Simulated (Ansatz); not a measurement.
**C2H8B2: one species, many methods**

How much do the methods differ for C2H8B2? The plan is to run it at one geometry with functionals of several rungs and with coupled cluster, and see how far each lands from CCSD(T) at the basis-set limit for the atomisation energy.

The runs use Ansatz 0.2.0, Gaussian basis; functionals in def2-TZVPP, the program's frozen cores in correlated methods.

Plan: LDA (SPW92), PBE-D4, revPBE-D4, BLYP-D4, r2SCAN-D4, B97M-V, PBE0-D4, B3LYP-D4, r2SCANh-D4, r2SCAN0-D4, HSE06-D4, BHLYP-D4, CAM-B3LYP-D4, LC-ωPBE, ωB97X-V, ωB97M-V, B2PLYP, PBE-QIDH; CCSD(T)/def2-SVP; CCSD(T)/def2-TZVPP; MP2/def2-QZVPP; extrapolation to the limit; RPA on PBE.

## Step 1: The relaxed structure

The geometry comes from an earlier relaxation with PBE0-D4 in a triple-zeta def2 set; it is a stationary point, not always the lowest conformer.

SMILES `BC(B)C`, 12 atoms, charge 0, spin multiplicity 1.

Atoms are counted from 1 here; the program's logs count them from 0.

Bond lengths: B1–C2 1.549 Å, B1–H5 1.199 Å, B1–H6 1.197 Å, C2–B3 1.549 Å, C2–C4 1.523 Å, C2–H7 1.113 Å, B3–H8 1.197 Å, B3–H9 1.199 Å, C4–H10 1.093 Å, C4–H11 1.093 Å, C4–H12 1.092 Å. Angles: C2–B1–H5 120.5°, C2–B1–H6 120.3°, H5–B1–H6 119.1°, B1–C2–B3 106.4°, B1–C2–C4 117.9°, B1–C2–H7 98.9°, B3–C2–C4 117.9°, B3–C2–H7 98.9°, C4–C2–H7 113.6°, C2–B3–H8 120.3°, C2–B3–H9 120.5°, H8–B3–H9 119.1°, C2–C4–H10 112.0°, C2–C4–H11 112.0°, C2–C4–H12 110.2°, H10–C4–H11 107.8°, H10–C4–H12 107.3°, H11–C4–H12 107.3°.

Geometry (Å):

```mol
C2H8B2
  3D, bonds by distance, orders not assigned

 12 11  0  0  0  0  0  0  0  0999 V2000
   -1.0922    1.0300   -0.2238 B   0  0
    0.1859    0.2190    0.1052 C   0  0
   -0.0982   -0.5266    1.4330 B   0  0
    0.8450   -0.5618   -1.0238 C   0  0
   -1.6544    0.8825   -1.2725 H   0  0
   -1.5329    1.8115    0.5679 H   0  0
    0.8172    1.0452    0.5026 H   0  0
   -0.4280    0.0817    2.4093 H   0  0
    0.0067   -1.7193    1.4967 H   0  0
    1.0698    0.0733   -1.8840 H   0  0
    1.7772   -1.0343   -0.7050 H   0  0
    0.1809   -1.3563   -1.3716 H   0  0
  1  2  8  0
  2  3  8  0
  2  4  8  0
  1  5  8  0
  1  6  8  0
  2  7  8  0
  3  8  8  0
  3  9  8  0
  4 10  8  0
  4 11  8  0
  4 12  8  0
M  END
```

## Step 2: LDA

This LDA is Slater exchange with PW92 correlation.

Input file in.yaml:

```yaml
crystal:
  periodic: [false, false, false]
  atoms:
    - {symbol: B, position_ang: [-1.092199, 1.029959, -0.223819]}
    - {symbol: C, position_ang: [0.185918, 0.218970, 0.105212]}
    - {symbol: B, position_ang: [-0.098194, -0.526587, 1.432972]}
    - {symbol: C, position_ang: [0.844965, -0.561839, -1.023755]}
    - {symbol: H, position_ang: [-1.654381, 0.882482, -1.272497]}
    - {symbol: H, position_ang: [-1.532879, 1.811486, 0.567939]}
    - {symbol: H, position_ang: [0.817166, 1.045231, 0.502558]}
    - {symbol: H, position_ang: [-0.427965, 0.081653, 2.409274]}
    - {symbol: H, position_ang: [0.006734, -1.719256, 1.496688]}
    - {symbol: H, position_ang: [1.069751, 0.073251, -1.883964]}
    - {symbol: H, position_ang: [1.777196, -1.034265, -0.705032]}
    - {symbol: H, position_ang: [0.180889, -1.356283, -1.371576]}
basis:
  gaussian: {orbitals: def2-TZVPP}
hamiltonian: {xc: lda}
output: {orbitals: {seedname: orbitals}}
```

Started as:

```bash
ansatz run in.yaml --threads 2 --pin off --events-out ev --progress --plain --max-ram 4352MiB
```

The runs that follow: PBE-D4 (GGA); revPBE-D4 (GGA); BLYP-D4 (GGA); r2SCAN-D4 (meta-GGA); B97M-V (meta-GGA); B3LYP-D4 (hybrid); r2SCANh-D4 (hybrid); r2SCAN0-D4 (hybrid); HSE06-D4 (hybrid); BHLYP-D4 (hybrid); CAM-B3LYP-D4 (range-separated); LC-ωPBE (range-separated); ωB97X-V (range-separated); ωB97M-V (range-separated); B2PLYP (double hybrid); PBE-QIDH (double hybrid); CCSD(T) in def2-SVP; CCSD(T) in def2-TZVPP; MP2 in def2-QZVPP; RPA on PBE orbitals.

**Question.** What will the summary of the whole plan be? Wanted: atomisation energy, CCSD(T)/CBS; farthest beyond LDA; mean size of error, GGA; mean size of error, meta-GGA; mean size of error, hybrid; mean size of error, range-separated; mean size of error, double hybrid; gap, smallest and largest; T1 diagnostic.

The runs gave:

```
                               quantity                                                      value
        atomisation energy, CCSD(T)/CBS                                                  45.607 eV
    functionals within 0.228 eV (0.5 %)  revPBE-D4, BLYP-D4, r2SCAN0-D4, LC-ωPBE, B2PLYP, PBE-QIDH
                    farthest beyond LDA                                         PBE-D4 (+0.789 eV)
                mean size of error, GGA                                                   0.297 eV
           mean size of error, meta-GGA                                                   0.467 eV
             mean size of error, hybrid                                                   0.378 eV
    mean size of error, range-separated                                                   0.385 eV
      mean size of error, double hybrid                                                   0.151 eV
              gap, smallest and largest                  4.35 eV (LDA (SPW92)), 11.89 eV (LC-ωPBE)
                          T1 diagnostic                                                     0.0113
triples share of the correlation energy                                                      3.5 %
```

**Reading.** LDA overbinds by 5.701 eV (12 %). PBE-D4 is off by +0.789 eV. Double hybrids carry the basis error of their MP2 part in triple zeta, and no dispersion term here, so their miss is partly the set-up's. By mean error the best rung here is double hybrid (0.151 eV) and the worst beyond LDA is meta-GGA (0.467 eV). Misses under about 0.228 eV are within the doubt on the reference itself, which lacks core-valence correlation, relativity and higher excitations. Hartree-Fock recovers 79 % of the binding; the rest is correlation. CCSD(T) in def2-SVP is off by -1.552 eV, worse than the median functional, from the basis alone. Orbital gaps span 4.4 to 11.9 eV; exact exchange widens them.
